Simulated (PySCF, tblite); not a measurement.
# C₄H₆O₃Si: geometry, infrared bands and NMR shifts

What infrared bands and NMR shifts should C₄H₆O₃Si (`C=C[C@@H]1O[SiH2]OC1=O`) show?

The runs use tblite 0.8.0 and PySCF 2.14.0, with density-fitted response routines of our own; the level of theory stands in each step. All values are computed, except where a source is named. Atoms are numbered from 0 throughout.

## (1) The starting structure

14 atoms, charge 0, multiplicity 1; geometry from: force field or distance geometry start.

Bonds of the start (Å): C0–C1 1.34, C1–C2 1.52, C2–O3 1.42, O3–Si4 1.67, Si4–O5 1.66, O5–C6 1.36, C6–O7 1.22, C6–C2 1.55, C0–H8 1.09, C0–H9 1.08, C1–H10 1.08, C2–H11 1.10, Si4–H12 1.48, Si4–H13 1.49.

## (2) Relaxing the molecule with GFN2-xTB

What the job is given:

```
{"job": {"kind": "relax", "xc": "GFN2-xTB", "basis": "xTB"}, "charge": 0, "multiplicity": 1}
C     -2.136200    -0.857600     0.221300
C     -1.519700     0.234700    -0.261400
C     -0.058400     0.322400    -0.664500
O      0.607800    -0.916500    -0.502600
Si     2.021000    -0.638700     0.344700
O      1.826800     0.977100     0.647900
C      0.663900     1.448400     0.123300
O      0.287200     2.605000     0.261800
H     -3.190600    -0.815800     0.494400
H     -1.641700    -1.808300     0.349100
H     -2.091000     1.149700    -0.356800
H     -0.015400     0.586300    -1.730300
H      2.053900    -1.422700     1.599400
H      3.191600    -0.864300    -0.548400
```

The run is started by

```
$ OMP_NUM_THREADS=1 python probes_run.py task.json out
```

The driver reads the jobs from task.json and runs them one after another.

**Question.** This job is followed by: GFN2-xTB harmonic vibrations, gas phase; GIAO PBE0/pcSseg-1 NMR shielding, non-relativistic, gas phase. Predict these results of the whole session: strongest single infrared mode (GFN2-xTB); zero-point energy (GFN2-xTB); 13C shifts against TMS (PBE0/pcSseg-1); 1H shifts against TMS (PBE0/pcSseg-1); 17O shifts against H2O (PBE0/pcSseg-1); 29Si shifts against TMS (PBE0/pcSseg-1); surface potential, 1st and 99th percentile.

**Answer**, as computed:

| quantity | value |
| --- | --- |
| strongest single infrared mode (GFN2-xTB) | 1819 cm⁻¹, 523 km/mol |
| zero-point energy (GFN2-xTB) | 58.8 kcal/mol |
| 13C shifts against TMS (PBE0/pcSseg-1) | 174.4, 144.3, 119.5, 77.5 ppm |
| 1H shifts against TMS (PBE0/pcSseg-1) | 6.49, 5.82, 5.65, 5.40, 5.29, 5.05 ppm |
| 17O shifts against H2O (PBE0/pcSseg-1) | 434.6, 205.5, 36.9 ppm |
| 29Si shifts against TMS (PBE0/pcSseg-1) | -5.6 ppm |
| surface potential, 1st and 99th percentile | -1.75 V and 2.25 V |

The optimisation took 93 steps and gained 0.261 eV; among the close pairs (by a distance rule), Si4–H13 changed most, from 1.490 to 1.449 Å. All 36 modes are real, so the xTB geometry is a minimum. The strongest single mode, at 1819 cm⁻¹, moves mainly C6 and O7. Unscaled tight-binding wavenumbers are off by several per cent, some by more. Its intensities can rank the bands wrongly. The most deshielded hydrogen is H10 (hydrogen on an alkene CH), at 6.49 ppm: a vinylic proton, deshielded by the sp2 carbon and the C=C anisotropy. At PBE0/pcSseg-1: The widest tensor belongs to O7: span 713 ppm, with a paramagnetic part of -499 ppm. At PBE0/pcSseg-1, counted by nearest atom on the grid, the HOMO lies on O7 28 %; C0 23 %, the LUMO on C0, C1, C6 about 16 % each; O7 11 %.
